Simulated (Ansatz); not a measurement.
Relaxation of a periodic cell of 17 atoms, CuSi16 (host Si, host structure diamond, interstitial Cu), cell charge +1, to a largest force component of 0.03 eV/Å in at most 60 steps.

Computed with Ansatz, DFT PBE-D3(BJ), scalar-relativistic, plane waves, PAW. Settings: PAW set soft_1, cutoff 420 eV, k mesh 2x2x2, gaussian smearing 0.02 eV, no spin polarisation.

```xyz
17
Lattice="0.0000 5.4300 5.4300 5.4300 0.0000 5.4300 5.4300 5.4300 0.0000" Properties=species:S:1:pos:R:3:forces:R:3
Si 0.000 0.000 0.000 0.00 -0.02 0.00
Si 1.357 1.357 1.357 -0.14 -0.12 -0.14
Si 2.715 2.715 0.000 -0.01 -0.02 0.42
Si 4.072 4.072 1.357 0.15 0.17 -0.15
Si 2.715 0.000 2.715 0.00 0.37 0.00
Si 4.072 1.357 4.072 0.14 -0.12 0.14
Si 5.430 2.715 2.715 -0.41 -0.02 0.01
Si 6.787 4.072 4.072 -0.46 0.50 0.45
Si 0.000 2.715 2.715 0.41 -0.01 0.00
Si 1.357 4.072 4.072 -0.14 0.17 0.14
Si 2.715 5.430 2.715 0.00 -0.45 0.00
Si 4.072 6.787 4.072 0.54 -0.49 0.53
Si 2.715 2.715 5.430 0.00 -0.01 -0.40
Si 4.072 4.072 6.787 0.44 0.49 -0.45
Si 5.430 5.430 5.430 0.00 -0.03 0.01
Si 6.787 6.787 6.787 -0.53 -0.48 -0.54
Cu 8.143 8.122 8.149 0.00 0.08 -0.01
```

Q: Where does it end, and by what steps?

A: The run converged. Limits of this set-up: coarse k mesh, charged cell in a uniform background, uncorrected. After 13 steps the energy has fallen by 0.142 eV; Cu17 moved furthest, 0.25 Å.

| step | energy less start (eV) | largest force component (eV/Å) | accepted |
| --- | --- | --- | --- |
| 0 | 0.0000 | 0.539 | yes |
| 1 | -0.0945 | 0.153 | yes |
| 2 | -0.1013 | 0.060 | yes |
| 3 | -0.1004 | 0.160 | no |
| 4 | -0.1042 | 0.049 | yes |
| 5 | -0.0864 | 0.372 | no |
| 6 | -0.1086 | 0.115 | yes |
| 7 | -0.1132 | 0.113 | yes |
| 8 | -0.1221 | 0.113 | yes |
| 9 | -0.1267 | 0.166 | yes |
| 10 | -0.1334 | 0.152 | yes |
| 11 | -0.1390 | 0.097 | yes |
| 12 | -0.1413 | 0.049 | yes |
| 13 | -0.1421 | 0.024 | yes |

```xyz
17
Lattice="0.0000 5.4300 5.4300 5.4300 0.0000 5.4300 5.4300 5.4300 0.0000" Properties=species:S:1:pos:R:3
Si -0.054 0.057 -0.059
Si 1.296 1.392 1.295
Si 2.759 2.676 0.000
Si 4.047 4.134 1.297
Si 2.666 0.067 2.666
Si 4.024 1.407 4.018
Si 5.370 2.761 2.668
Si 6.785 4.080 4.018
Si -0.005 2.671 2.758
Si 1.297 4.134 4.036
Si 2.756 5.432 2.751
Si 4.208 6.648 4.209
Si 2.668 2.761 5.359
Si 4.010 4.068 6.789
Si 5.547 5.302 5.558
Si 6.785 6.844 6.777
Cu 8.286 7.988 8.306
```

Whether the end is a true minimum wasn't checked by a vibrational analysis.

The run took 110 s on 1 thread of Arm Neoverse V1, with other jobs on the host, peak memory 0.59 GiB.
